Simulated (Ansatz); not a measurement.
# Al2H6O2: the cost of one run

All numbers below are computed with Ansatz 0.2.0 (RKS PBE0/6-31G*).

### Step 1. The system as given

Bond lengths: Al1–O2 2.130 Å, O2–H3 1.010 Å, Al1–H4 1.560 Å, Al1–H5 1.560 Å, Al1–O6 2.080 Å, O6–Al7 1.780 Å, Al7–H8 1.560 Å, Al7–H9 1.560 Å, Al7–H10 1.493 Å. Angles: Al1–O2–H3 109.5°, O2–Al1–H4 120.0°, O2–Al1–H5 120.0°, O2–Al1–O6 71.6°, H4–Al1–H5 120.0°, H4–Al1–O6 96.8°, H5–Al1–O6 101.3°, Al1–O6–Al7 125.0°, O6–Al7–H8 120.0°, O6–Al7–H9 120.0°, O6–Al7–H10 46.6°, H8–Al7–H9 120.0°, H8–Al7–H10 77.5°, H9–Al7–H10 154.5°.

Coordinates:

```xyz
10

Al    0.0000    0.0000    0.0000
O     0.0000    0.0000    2.1300
H    -0.9095   -0.2814    2.4671
H     1.3510    0.0000   -0.7800
H    -1.3510    0.0000   -0.7800
O     0.0932    1.9717    0.6559
Al    0.7263    2.4933    2.2356
H     1.2212    1.4323    3.2665
H     0.7864    4.0116    2.5891
H     0.0589    1.2457    1.7601
```

### Step 2. Pulling towards end A

Springs on the bonds that form and break draw the guess towards this end; the thresholds are loose.

Input file input.yaml:

```yaml
crystal:
  periodic: [false, false, false]
  atoms:
    - { symbol: Al, position_ang: [0.0, 0.0, 0.0] }
    - { symbol: O, position_ang: [0.0, 0.0, 2.13] }
    - { symbol: H, position_ang: [-0.9095, -0.2814, 2.4671] }
    - { symbol: H, position_ang: [1.351, 0.0, -0.78] }
    - { symbol: H, position_ang: [-1.351, 0.0, -0.78] }
    - { symbol: O, position_ang: [0.0932, 1.9717, 0.6559] }
    - { symbol: Al, position_ang: [0.7263, 2.4933, 2.2356] }
    - { symbol: H, position_ang: [1.2212, 1.4323, 3.2665] }
    - { symbol: H, position_ang: [0.7864, 4.0116, 2.5891] }
    - { symbol: H, position_ang: [0.0589, 1.2457, 1.7601] }
basis:
  gaussian: { orbitals: "6-31G*" }
hamiltonian:
  xc: pbe0
relax:
  f_tol: 0.15
  max_steps: 25
  restrain:
    - { distance: [0, 5], at: 2.98, k: 30.0 }
    - { distance: [9, 1], at: 2.21, k: 30.0 }
    - { distance: [0, 1], at: 1.78, k: 30.0 }
    - { distance: [9, 5], at: 1.01, k: 30.0 }
output:
  orbitals: {}
```

Command:

```
$ ansatz run input.yaml --threads 1 --pin off --max-ram 2048MiB --backend cpu --events-out ev --progress --plain --runs-dir out
```

**Question.** How long does this run take on 1 thread of Intel Xeon 6975P-C (Granite Rapids), shared host, and how much memory does it need?

About 29 s, with a peak of 0.17 GiB.
